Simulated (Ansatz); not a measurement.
# CCSDT(Q)/STO-3G run of AlHCl2 (SMILES [H][Al]([Cl])[Cl])

What is the electronic atomisation energy of AlHCl2 at CCSDT(Q)/STO-3G? 

The calculation is run with Ansatz 0.2.0.

### Step 1. The structure to begin with

The species is AlHCl2 (4 atoms), meant as a singlet with charge 0. As SMILES, `[H][Al]([Cl])[Cl]`. Geometry: a GFN2-xTB relaxation, a rough one for these elements and not checked as a minimum.

Bond lengths: Al1–Cl2 2.022 Å, Al1–Cl3 2.023 Å, Al1–H4 1.522 Å. Angles: Cl2–Al1–Cl3 124.1°, Cl2–Al1–H4 118.0°, Cl3–Al1–H4 117.9°.

### Step 2. A single-point energy at CCSDT(Q)/STO-3G

input.yaml reads:

```yaml
crystal:
  periodic: [false, false, false]
  atoms:
    - {symbol: Al, position_ang: [-0.047750, -0.080660, -0.000420]}
    - {symbol: Cl, position_ang: [1.971850, -0.182600, 0.014280]}
    - {symbol: Cl, position_ang: [-1.095680, 1.649890, -0.015830]}
    - {symbol: H, position_ang: [-0.828410, -1.386630, 0.001980]}
basis:
  gaussian:
    orbitals: STO-3G
magnetization:
  spin_polarized: false
correlation:
  method: ccsdt_q
  frozen_orbitals: {Al: 5, Cl: 5, H: 0}
accuracy: high
scf:
  omitted_lower_state_checks: [cluster_reference, increment]
```

Run with:

```
ansatz run input.yaml --threads 1 --pin off --max-ram 2610MiB --events-out events.jsonl --progress --plain --runs-dir runs
```

What it wrote:

```text
Warning: RAYON_NUM_THREADS=1 ignored (pool sized by the plan → 1); use --threads N
[... 11 lines left out ...]
15 core orbitals not correlated: weight in the atoms' cores, before any rotation towards them, 0.999 or more for the frozen orbitals, at most 0.000 for the correlated occupied ones
[... 22 lines left out ...]
Total energy: -31265.24256633 eV, -1148.9764719702 hartree
Checks for a lower state left out: cluster_reference, increment
```

Run time: 0.4 s. Hardware: 1 thread of Arm Neoverse V1, shared host.

### Step 3. The Al atom at the same level

input.yaml reads:

```yaml
crystal:
  periodic: [false, false, false]
  atoms:
    - {symbol: Al, position_ang: [0.000000, 0.000000, 0.000000]}
basis:
  gaussian:
    orbitals: STO-3G
correlation:
  method: ccsdt_q
  frozen_orbitals: {Al: 5}
magnetization:
  spin_polarized: true
  initial_magnetization: 1
accuracy: high
scf:
  omitted_lower_state_checks: [cluster_reference, increment]
```

Run the same way, it converges to -238.88392 Eh (log not shown).

### Step 4. The Cl atom, same level

in.yaml reads:

```yaml
crystal:
  periodic: [false, false, false]
  atoms:
    - {symbol: Cl, position_ang: [0.000000, 0.000000, 0.000000]}
basis:
  gaussian:
    orbitals: STO-3G
correlation:
  method: ccsdt_q
  frozen_orbitals: {Cl: 5}
accuracy: high
magnetization:
  spin_polarized: true
  initial_magnetization: 1
scf:
  omitted_lower_state_checks: [cluster_reference, increment]
```

Run the same way, it converges to -454.54219 Eh (log not shown).

### Step 5. The H atom: a single-point energy at UHF/STO-3G

input.yaml reads:

```yaml
crystal:
  periodic: [false, false, false]
  atoms:
    - {symbol: H, position_ang: [0.000000, 0.000000, 0.000000]}
basis:
  gaussian: {orbitals: STO-3G}
magnetization: {spin_polarized: true, initial_magnetization: 1}
hamiltonian: {xc: hf}
accuracy: high
```

Run the same way, it converges to -0.46658 Eh (log not shown).

### Step 6. What came out

At CCSDT(Q)/STO-3G, 15 core orbitals frozen:

```
                                              quantity           value
                                molecule: total energy  -1148.97647 Eh
molecule: correlation energy (15 core orbitals frozen)       -43.0 mEh
                               molecule: T1 diagnostic           0.007
                                 Al atom: total energy   -238.88392 Eh
  Al atom: correlation energy (5 core orbitals frozen)       -25.6 mEh
            Al atom: ⟨S²⟩ of the reference determinant           0.750
                                Al atom: T1 diagnostic           0.000
                                 Cl atom: total energy   -454.54219 Eh
  Cl atom: correlation energy (5 core orbitals frozen)         0.0 mEh
            Cl atom: ⟨S²⟩ of the reference determinant           0.750
                                Cl atom: T1 diagnostic           0.000
                                  H atom: total energy     -0.46658 Eh
                                          H atom: ⟨S²⟩           0.750
                         electronic atomisation energy       14.737 eV
```

Taking the molecule apart into free atoms costs 14.74 eV (1422 kJ/mol), before zero-point energy and without spin-orbit coupling. In a minimal basis such a difference can be off by several eV, whatever the method.
